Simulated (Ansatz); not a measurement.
# Mo2W3: the cost of one run

Method: DFT PBE, scalar-relativistic, plane waves, PAW, in Ansatz 0.2.0.

### 1 The structure to begin with

Symmetry: Fmmm, No. 69, orthorhombic system. Conventional cell: a = 3.173 Å, b = 4.492 Å, c = 22.452 Å, α = 90.00°, β = 90.00°, γ = 90.00°. Mo (site symmetry mm2) has 6 Mo at 2.74 to 2.75 Å and 2 W at 2.75 Å as nearest neighbours. Around W (site symmetry mm2) lie 2 Mo at 2.75 Å and 6 W at 2.75 to 2.76 Å. W (site symmetry mmm) is surrounded by 8 W at 2.75 to 2.76 Å.

As a file:

```
CELL_PARAMETERS angstrom
0.00000 2.24611 11.22613
1.58668 0.00000 11.22613
1.58668 2.24611 0.00000
ATOMIC_POSITIONS crystal
Mo 0.20030 0.20030 0.79970
Mo 0.79970 0.79970 0.20030
W 0.39948 0.39948 0.60052
W 0.00000 0.00000 0.00000
W 0.60052 0.60052 0.39948
```

It is the end of an earlier relaxation with the same method, from a generated guess; it needn't be the stable form of this composition. At a tolerance of 0.05 Å it has space group Fmmm (No. 69); it has 16.00 Å³/atom, an uncorrected energy of +0.01 eV/atom over the elements.

### 2 Static run: bands, density of states and charges

Contents of input.yaml:

```yaml
crystal:
  lattice:
    - [0.0, 2.2461116291, 11.2261330885]
    - [1.5866756856, 0.0, 11.2261330885]
    - [1.5866756856, 2.2461116291, 0.0]
  atoms:
    - { symbol: Mo, position: [0.2002979772, 0.2002979772, 0.7997020228] }
    - { symbol: Mo, position: [0.7997020228, 0.7997020228, 0.2002979772] }
    - { symbol: W, position: [0.3994838128, 0.3994838128, 0.6005161872] }
    - { symbol: W, position: [0.0, 0.0, 0.0] }
    - { symbol: W, position: [0.6005161872, 0.6005161872, 0.3994838128] }
basis:
  ecutwfc: 420
kpoints:
  mp_grid: { grid: [14, 14, 14] }
  band_path:
    path:
      - [[0.0, 0.0, 0.0], [0.5, 0.0, 0.5], [1.0, 0.5, 0.5], [0.5, 0.5, 0.0], [0.0, 0.0, 0.0], [0.0, 0.37974785, 0.37974785]]
      - [[1.0, 0.62025215, 0.62025215], [1.0, 0.5, 0.5]]
      - [[0.5, 0.0, 0.5], [0.5, 0.13024032, 0.63024032]]
      - [[0.5, 0.86975968, 0.36975968], [0.5, 0.5, 0.0]]
    npoints: 14
hamiltonian:
  xc: pbe
scf:
  occupations: { method: gaussian, width: 0.1 }
  n_extra_bands: 12
output:
  forces: true
  stress: true
  eigenvalues: true
  populations: true
  dos: { projected: true, de: 0.02, nscf_kmesh: { grid: [17, 17, 17] } }
  bader: true
```

On the command line:

```console
> ansatz run input.yaml --threads 4 --pin off --max-ram 8192MiB --backend cpu --events-out ev --progress --plain --runs-dir out
```

Q: Estimate wall time and peak memory on 4 threads of Arm Neoverse V2, shared host.

About 50 s, with a peak of 1.8 GiB.
